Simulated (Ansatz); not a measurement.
A nudged elastic band was laid between two geometries of a periodic cell of 13 atoms, Ti12B (host Ti, host structure hcp, interstitial B).

The calculation used Ansatz 0.2.0, DFT PBE, scalar-relativistic, plane waves, PAW. Settings: cutoff 420 eV, k mesh 4x3x5, fermi-dirac smearing 0.1 eV, no spin polarisation.

```yaml
movable_images: 5
climbing_image: yes
spring: 5.0 eV/Å²
optimiser: quadratic models (default)
start_path: IDPP
force_threshold: 0.05 eV/Å
iteration_limit: 39
end_points: relaxed
```

Image 0:

```xyz
13
Lattice="5.9000 0.0000 0.0000 -4.4250 7.6643 0.0000 0.0000 0.0000 4.6846" Properties=species:S:1:pos:R:3
Ti 0.102 0.062 0.083
Ti 0.110 1.734 2.449
Ti -1.319 2.592 0.143
Ti -1.334 4.364 2.283
Ti -2.851 5.256 0.110
Ti -2.852 6.921 2.398
Ti 3.072 0.022 0.036
Ti 3.073 1.688 2.325
Ti 1.555 2.581 0.154
Ti 1.539 4.355 2.291
Ti 0.112 5.211 -0.015
Ti 0.119 6.883 2.351
B -2.841 3.472 3.559
```

Image 6:

```xyz
13
Lattice="5.9000 0.0000 0.0000 -4.4250 7.6643 0.0000 0.0000 0.0000 4.6846" Properties=species:S:1:pos:R:3
Ti 0.100 0.060 -0.090
Ti 0.109 1.731 2.231
Ti -1.319 2.588 -0.152
Ti -1.333 4.364 2.392
Ti -2.854 5.255 -0.118
Ti -2.852 6.920 2.281
Ti 3.074 0.019 -0.047
Ti 3.073 1.684 2.350
Ti 1.554 2.575 -0.159
Ti 1.539 4.350 2.385
Ti 0.112 5.208 0.003
Ti 0.121 6.878 2.323
B -2.839 3.470 5.801
```

What changes between the two ends?

The atom that moves furthest is B13, by 2.24 Å.

What energy profile does the band end with?

The run converged. The highest image is number 3 of 0 to 6, 0.71 eV above the ends, which have the same energy within 2 meV. By the program's own check the climbing image is a first-order saddle point (lowest curvatures found: -1.31 and 0.81 eV/Å²). Limits of this set-up: coarse k mesh, odd electron count without spin.

| image | path coordinate (Å) | energy (eV) |
| --- | --- | --- |
| 0 | 0.00 | 0.00 |
| 1 | 0.90 | 0.14 |
| 2 | 1.79 | 0.34 |
| 3 | 2.69 | 0.71 |
| 4 | 3.58 | 0.34 |
| 5 | 4.48 | 0.14 |
| 6 | 5.37 | 0.00 |

What is the geometry of the highest image?


```xyz
13
Lattice="5.9000 0.0000 0.0000 -4.4250 7.6643 0.0000 0.0000 0.0000 4.6846" Properties=species:S:1:pos:R:3:forces:R:3
Ti -0.140 -0.065 -0.004 0.01 0.00 0.00
Ti -0.194 1.543 2.338 0.00 0.00 0.00
Ti -1.539 2.621 -0.004 -0.01 0.01 0.00
Ti -0.910 4.136 2.338 -0.01 0.00 0.00
Ti -2.012 5.613 -0.004 -0.01 -0.03 0.00
Ti -3.020 7.025 2.338 0.00 0.01 0.00
Ti 2.918 0.276 -0.004 0.00 0.02 0.00
Ti 2.931 1.771 2.338 0.00 -0.01 0.00
Ti 1.159 2.295 -0.004 0.01 0.00 0.00
Ti 2.116 4.346 2.338 -0.01 0.00 0.00
Ti 0.652 4.997 -0.004 0.01 0.00 0.00
Ti -0.161 6.659 2.338 0.00 0.00 0.00
B -3.315 3.906 4.680 0.00 0.01 0.00
```

The band took 18 iterations and roughly 2 core-hours.

Run time: 43 min on 4 threads of Arm Neoverse V2, on a shared host, peak memory 3.3 GiB.
